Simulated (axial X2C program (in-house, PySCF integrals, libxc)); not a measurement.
# A two-component session on RuS: properties at the nuclei

Aim: properties at the nuclei of RuS, with spin–orbit coupling in the Hamiltonian from the start.

Computed with an in-house X2C program for linear molecules on PySCF integrals. Level: two-component X2C with atomic mean-field terms, Ru dyall-acv3z, S dyall-av3z.

All values are calculated.

## Step 1: Set-up

The input, task.json:

```json
{
 "zs": [
  44,
  16
 ],
 "q": 0,
 "bas": [
  "dyall-acv3z",
  "dyall-av3z"
 ],
 "r0": 2.08,
 "levels": [
  "PBE0",
  "HF",
  "B3LYP"
 ],
 "nst": 1,
 "ff": 1,
 "thr": -3.5,
 "nmax": 130,
 "opt": {
  "ecut": 60
 }
}
```

Keys: zs atomic numbers; q charge; bas basis sets; r0 starting distance in Å; levels methods (HF also brings MP2); nst determinants followed; ff finite-field run; thr threshold in hartree for freezing inner shells (an s shell follows its p shell); nmax most natural virtual spinors; ecut virtual cutoff in hartree.

The run is started by

```
python soeom.py task.json out
```

Nuclei are Gaussian, cores are contracted, and the Gaunt term is on.

## Step 2: Expectation values, lowest determinant

R = 2.083 Å. State: Ω = 4 (excess of +ω over −ω: ω = 3/2, ω = 5/2).

Output of the PBE0 run:

```text
two-component X2C + atomic mean field  PBE0
basis functions 221  fitting functions 1050  grid points 5079
iter        total energy     max residual
   1      -4927.279627242     1.65e+00
   2      -4927.381492151     2.91e-03
   3      -4927.381470357     1.55e-03
   4      -4927.381501846     1.22e-03
   5      -4927.381527888     4.96e-04
   6      -4927.381532767     2.90e-05
   7      -4927.381532805     1.53e-05
   8      -4927.381532811     3.39e-06
   9      -4927.381532812     1.12e-06
converged
one-electron -7149.52743581  Coulomb 2205.69799203  exact exchange -39.36476052  xc functional -120.73661118  nuclear repulsion 178.84817882  atomic mean-field constant -2.29889615
```

The highest occupied spinor is 70% Ru d, 22% S p, 4% Ru p.

| level | Eeff magnitude (GV/cm) | Ws magnitude Ru (kHz) | A∥/gI Ru (MHz) | qzz Ru (a.u.) | A∥/gI S (MHz) | qzz S (a.u.) | μ (D) |
| --- | --- | --- | --- | --- | --- | --- | --- |
| PBE0 | 3.06 | 0.286 | 600 | 1.46 | -23.9 | 0.23 | -4.18 |
| HF | 3.66 | 0.33 | 503 | 2.13 | -30.5 | 0.57 | -6.42 |
| B3LYP | 2.72 | 0.248 | 614 | 1.42 | -20.8 | 0.26 | -3.88 |

Eeff is the effective electric field on the electron dipole moment in this Ω state and Ws the scalar–pseudoscalar constant (defined with the proton number Z and per Ω); A∥ is the parallel hyperfine constant, which follows by multiplying with the nuclear g factor gI = μI/(I μN); qzz is the electric field gradient, eQq0 = 234.96 MHz × Q/barn × qzz; μ is positive if S is the positive end. The operators were transformed with the bare-nucleus X2C matrices.

## Step 3: Finite-field coupled cluster

Output:

```text
two-component X2C + atomic mean field  HF
basis functions 221  fitting functions 1050  grid points 5079
iter        total energy     max residual
   1      -4924.739203192     2.93e-01
   2      -4924.771458243     1.38e-02
   3      -4924.774479111     1.70e-02
   4      -4924.778320363     4.98e-03
   5      -4924.779926978     3.15e-03
   6      -4924.780744668     1.97e-03
   7      -4924.781122407     1.02e-03
   8      -4924.781299324     4.38e-04
   9      -4924.781341277     3.27e-04
  10      -4924.781378237     2.23e-04
  11      -4924.781388335     2.07e-04
  12      -4924.781396877     2.17e-04
  13      -4924.781401441     1.86e-04
  14      -4924.781405847     1.50e-04
  15      -4924.781410136     7.43e-05
  16      -4924.781411337     3.56e-05
  17      -4924.781411551     2.40e-05
  18      -4924.781411693     1.38e-05
  19      -4924.781411735     4.95e-06
  20      -4924.781411739     2.08e-06
  21      -4924.781411740     1.43e-06
converged
one-electron -7147.28585274  Coulomb 2203.54384020  exact exchange -157.58868188  xc functional 0.00000000  nuclear repulsion 178.84817882  atomic mean-field constant -2.29889615
correlated 22  virtual 334  natural virtual 130  E(MP2) -0.752804105  MP2 remainder -0.034043959
iter   CCSD correlation   residual
   1     -0.673563056   2.66e-01
   2     -0.698698362   1.60e-01
   3     -0.706869171   5.40e-02
   4     -0.709412985   2.98e-02
   5     -0.710488020   1.66e-02
   6     -0.710903089   6.56e-03
   7     -0.711003465   2.81e-03
   8     -0.711028789   1.00e-03
   9     -0.711036732   5.69e-04
  10     -0.711019811   4.01e-04
  11     -0.711030902   2.84e-04
  12     -0.711026950   1.91e-04
  13     -0.711030587   1.30e-04
  14     -0.711029534   8.32e-05
  15     -0.711028244   5.06e-05
  16     -0.711027679   2.80e-05
  17     -0.711027637   1.44e-05
  18     -0.711027656   6.85e-06
(T) -0.036875763  T1 0.0606  D1 0.1652  max T2 0.073
```

T1 in the output is the amplitude norm over the root of the electron number; divide by √2 for the Lee–Taylor value.

22 electrons correlated in 130 natural virtual spinors, MP2 remainder added; T1 = 0.043.

| level | Eeff magnitude (GV/cm) | Ws magnitude Ru (kHz) | A∥/gI Ru (MHz) | qzz Ru (a.u.) | A∥/gI S (MHz) | μ (D) |
| --- | --- | --- | --- | --- | --- | --- |
| HF | 3.66 | 0.33 | 503 | 2.13 | -30.5 | -6.42 |
| MP2 | 7.04 | 0.762 | 368 | 0.25 | -70.8 | -4.38 |
| CCSD | 3.96 | 0.39 | 532 | 1.37 | -29 | -4.63 |
| CCSD(T) | 3.55 | 0.347 | 552 | 1.39 | -21.4 | -4.19 |

## Step 4: Results

```
                       quantity                                           value
             lowest determinant  Ω = 4 (excess of +ω over −ω: ω = 3/2, ω = 5/2)
   Eeff magnitude (GV/cm), PBE0                                            3.06
    Ws magnitude Ru (kHz), PBE0                                           0.286
           A∥/gI Ru (MHz), PBE0                                             600
            qzz Ru (a.u.), PBE0                                            1.46
Eeff magnitude (GV/cm), CCSD(T)                                            3.55
 Ws magnitude Ru (kHz), CCSD(T)                                           0.347
        A∥/gI Ru (MHz), CCSD(T)                                             552
         qzz Ru (a.u.), CCSD(T)                                            1.39
```

In words: In the first state, the effective field runs from 2.72 to 3.66 GV/cm over the mean-field levels. The expectation values come from single determinants, which for open shells can mix terms of unlike spin or miss the lowest Ω, so a determinant need not be a state. Eeff is the effective electric field on the electron dipole moment in this Ω state and Ws the scalar–pseudoscalar constant (defined with the proton number Z and per Ω); A∥ is the parallel hyperfine constant, which follows by multiplying with the nuclear g factor gI = μI/(I μN); qzz is the electric field gradient, eQq0 = 234.96 MHz × Q/barn × qzz; μ is positive if S is the positive end. The operators were transformed with the bare-nucleus X2C matrices. Correlation of the inner shells is missing, which matters for properties at the nucleus.
